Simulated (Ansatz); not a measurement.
**ScPd: how the settings move a single-point run**

Question: which choices in the input matter for ScPd?

Program: Ansatz 0.2.0. Level of theory: reference: DFT, PBEsol, PAW with Ansatz's default frozen-core files, scalar-relativistic. These are calculated values, not measurements.

### 1 The structure to begin with

The structure is cubic, space group Pm-3m (No. 221). The conventional cell has a = 2.983 Å, b = 2.983 Å, c = 2.983 Å, α = 90.00°, β = 90.00°, γ = 90.00°. Sc (site symmetry m-3m) is surrounded by 8 Pd at 2.58 Å. Pd (site symmetry m-3m) has 8 Sc at 2.58 Å as nearest neighbours.

Coordinates:

```xyz
2
Lattice="2.9828 0.0000 0.0000 0.0000 2.9828 0.0000 0.0000 0.0000 2.9828" Properties=species:S:1:pos:R:3 pbc="T T T"
Sc    1.4914    1.4914    1.4914
Pd    0.0000    0.0000    0.0000
```

### 2 The reference run

input.yaml

```yaml
crystal:
  lattice:
    - [2.9828034531, 0.0, 0.0]
    - [0.0, 2.9828034531, 0.0]
    - [0.0, 0.0, 2.9828034531]
  atoms:
    - { symbol: Sc, position: [0.5, 0.5, 0.5] }
    - { symbol: Pd, position: [0.0, 0.0, 0.0] }
kpoints:
  mp_grid: { grid: [11, 11, 11] }
  band_path:
    path:
      - [0.0, 0.0, 0.0]
      - [0.0, 0.5, 0.0]
      - [0.5, 0.5, 0.0]
      - [0.0, 0.0, 0.0]
      - [0.5, 0.5, 0.5]
      - [0.0, 0.5, 0.0]
      - [0.5, 0.5, 0.5]
      - [0.5, 0.5, 0.0]
    npoints: 6
scf:
  occupations: { method: fermi_dirac, width: 0.05 }
hamiltonian:
  xc: pbesol
  pseudopotentials: { kind: paw }
output:
  forces: true
  stress: true
  eigenvalues: true
  populations: true
  write_density: true
  write_potential: true
  elf: true
  volumetric_format: npy
```

Command:

```sh
ansatz run input.yaml --threads 1 --pin off --max-ram 2048MiB --backend cpu --events-out ev --progress --plain --runs-dir out
```

### 3 Variant: hubbard.sites [{species: Sc, l: d, u_eff: 4.0}], hubbard.double_counting fll, ecutrho_ratio 4

input.yaml: that of step 2 with these lines changed.

```diff
@@ -26,2 +26,3 @@
   pseudopotentials: { kind: paw }
+  hubbard: { sites: [{ species: Sc, l: d, u_eff: 4.0 }], double_counting: fll }
 output:
@@ -35 +36,3 @@
   volumetric_format: npy
+basis:
+  ecutrho_ratio: 4
```

**Question.** What will these runs give? Wanted: for each run, ending; energy change; pressure; gap; force.

**Answer**, as computed:

| run | ending | energy change | pressure (GPa) | gap (eV) | force (eV/Å) | cycles | time |
| --- | --- | --- | --- | --- | --- | --- | --- |
| reference | converged | 0 | 59.5 | 0.00 | 0.00 | 6 | 2.7 s |
| 1: hubbard.sites [{species: Sc, l: d, u_eff: 4.0}], hubbard.double_counting fll, ecutrho_ratio 4 | converged | +1.70 eV/atom (U changed: no physical gain or loss) | 70.9 | 0.00 | 0.00 | 9 | 5.4 s |

Residual by cycle in the longest SCF loop of each run; runs are numbered as in the table. The quantity is the density residual dr2, in eV.

```
cycle  reference    run 1
    1     0.0435     75.3
    2      0.011      5.8
    3     3.0e-4     1.09
    4     1.2e-6  0.00813
    5     5.8e-8   7.6e-4
    6    3.5e-10   4.3e-4
    7          -   6.5e-6
    8          -   9.0e-7
    9          -   6.6e-8
```

**Reading.** Changing the Hubbard U moves the energy by +1.70 eV/atom, and the pressure goes from 59.5 to 70.9 GPa. The U term adds an energy of its own, so the shift says nothing about which run is better. Cost: 9 SCF cycles against 6, 5.4 s against 2.7 s. A changed U is a change of model: its shifts are not errors of convergence. The structure is not at rest: the sound run finds 60 GPa, so these are no properties of the relaxed crystal. 
